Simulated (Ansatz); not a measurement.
What does this script print? It uses the Python package of Ansatz (0.2.0).

`methods.py`:
```python
from pathlib import Path
import warnings

import ansatz as az
import numpy as np

BASIS_SET = 'def2-SVP'


def main() -> None:
    warnings.simplefilter('ignore', az.DeckWarning)

    mol = (
        az.Crystal.molecule()
        .atom('O', (0.4216, 1.1583, -0.4521))
        .atom('Si', (0.1139, -0.2054, 0.3644))
        .atom('Cl', (0.5643, -1.7043, -0.9358))
        .atom('Cl', (-1.8193, -0.3076, 0.6598))
        .atom('H', (-0.1171, 1.2632, -1.3137))
        .atom('H', (0.8787, -0.2683, 1.6312))
    )

    calc = mol.calculation().basis(gaussian=BASIS_SET)

    print('functional    E (Ha)        dipole (D)   HOMO (eV)  LUMO (eV)')
    for name in ['lda', 'revpbe', 'hse06', 'cam_b3lyp', 'pbe']:
        summary = calc.functional(name).forces().orbitals().run(threads=1, runs_dir='runs').report
        lines = Path(summary['orbitals_path']).read_text().splitlines()
        field_of = lambda key: [line.split('=')[1].strip() for line in lines if line.startswith(key)]
        orbitals = [(27.211386 * float(e), s, float(n)) for e, s, n in zip(field_of('Ene='), field_of('Spin='), field_of('Occup='))]
        homo = max(e for e, _, n in orbitals if n > 0.5)
        lumo = min(e for e, _, n in orbitals if n < 0.5)
        dipole = 4.803205 * np.linalg.norm(summary['charge_distribution']['dipole_moment_e_ang'])
        print(f'{name:10s} {summary["free_energy_ev"] / 27.211386246:14.6f} {dipole:9.3f} {homo:11.3f} {lumo:10.3f}')


if __name__ == '__main__':
    main()
```

Output of `python methods.py`:
```text
functional    E (Ha)        dipole (D)   HOMO (eV)  LUMO (eV)
lda          -1281.330942     0.846      -7.377     -0.335
revpbe       -1285.749901     0.824      -7.261     -0.109
hse06        -1285.486607     0.779      -8.484      0.380
cam_b3lyp    -1286.018973     0.761     -10.184      1.839
pbe          -1285.402217     0.826      -7.282     -0.175
```

These settings explore the input space; basis and method may be short of convergence. The geometry is a force-field or estimated start, not a minimum of this method, and the basis set is short of its limit. A lower total doesn't mark the better method: functionals have no common bound, and MP2 and coupled cluster aren't variational. Levels such as HOMO and LUMO are orbital energies: with these approximate functionals they aren't the ionisation energy and electron affinity, and their gap isn't the fundamental gap. hse06 follows the composition of plane-wave codes, whose totals differ by tens of mHa, up to about 0.1 Ha, from the form usual in Gaussian-basis programs (wpbeh). Hardware and time: 11 s on 1 thread of Arm Neoverse V2 (shared host), peak memory 0.23 GiB.

(Lines on the test bed's own set-up are left out of the output.)
